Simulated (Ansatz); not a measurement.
# CH7AsInN: the cost of one run

Method: the settings change from run to run; program: Ansatz 0.2.0, Gaussian basis.

### 1 The relaxed structure

An earlier PBE0-D4 in a triple-zeta def2 set relaxation fixed the geometry. In takes a core potential in def2 sets; no spin-orbit term is included.

SMILES `N[CH]([AsH2])[InH2]`, 11 atoms, charge 0, spin multiplicity 1.

Atoms are counted from 1 here; the program's logs count them from 0.

Bond lengths: N1–C2 1.454 Å, N1–H5 1.012 Å, N1–H6 1.011 Å, C2–As3 2.004 Å, C2–In4 2.173 Å, C2–H7 1.091 Å, As3–H8 1.532 Å, As3–H9 1.538 Å, In4–H10 1.725 Å, In4–H11 1.734 Å. Angles: C2–N1–H5 111.6°, C2–N1–H6 111.2°, H5–N1–H6 107.4°, N1–C2–As3 106.0°, N1–C2–In4 121.3°, N1–C2–H7 109.1°, As3–C2–In4 101.5°, As3–C2–H7 104.2°, In4–C2–H7 112.8°, C2–As3–H8 95.0°, C2–As3–H9 96.7°, H8–As3–H9 91.1°, C2–In4–H10 123.2°, C2–In4–H11 113.6°, H10–In4–H11 122.8°.

### 2 wB97X-V/def2-TZVP

in.yaml

```yaml
crystal:
  periodic: [false, false, false]
  atoms:
    - {symbol: N, position_ang: [-0.658952, 1.682409, 0.001379]}
    - {symbol: C, position_ang: [0.348866, 0.652928, 0.199895]}
    - {symbol: As, position_ang: [1.014066, 0.172704, -1.628120]}
    - {symbol: In, position_ang: [-0.173137, -1.300150, 0.997894]}
    - {symbol: H, position_ang: [-1.568481, 1.281055, -0.189779]}
    - {symbol: H, position_ang: [-0.752895, 2.264987, 0.822684]}
    - {symbol: H, position_ang: [1.216922, 1.093227, 0.692534]}
    - {symbol: H, position_ang: [-0.266313, -0.555243, -2.048168]}
    - {symbol: H, position_ang: [1.676480, -1.158634, -1.234791]}
    - {symbol: H, position_ang: [0.981339, -2.375867, 1.694316]}
    - {symbol: H, position_ang: [-1.817874, -1.757416, 0.692164]}
basis:
  gaussian: {orbitals: def2-TZVP}
hamiltonian: {xc: {name: wB97X-V}}
output: {forces: true}
```

The run is started by

```
$ ansatz run in.yaml --threads 4 --pin off --events-out ev --progress --plain --max-ram 10444MiB
```

What time and memory should one allow on 4 threads of AMD EPYC 7R13, shared host?

About 8 s, with a peak of 0.85 GiB.
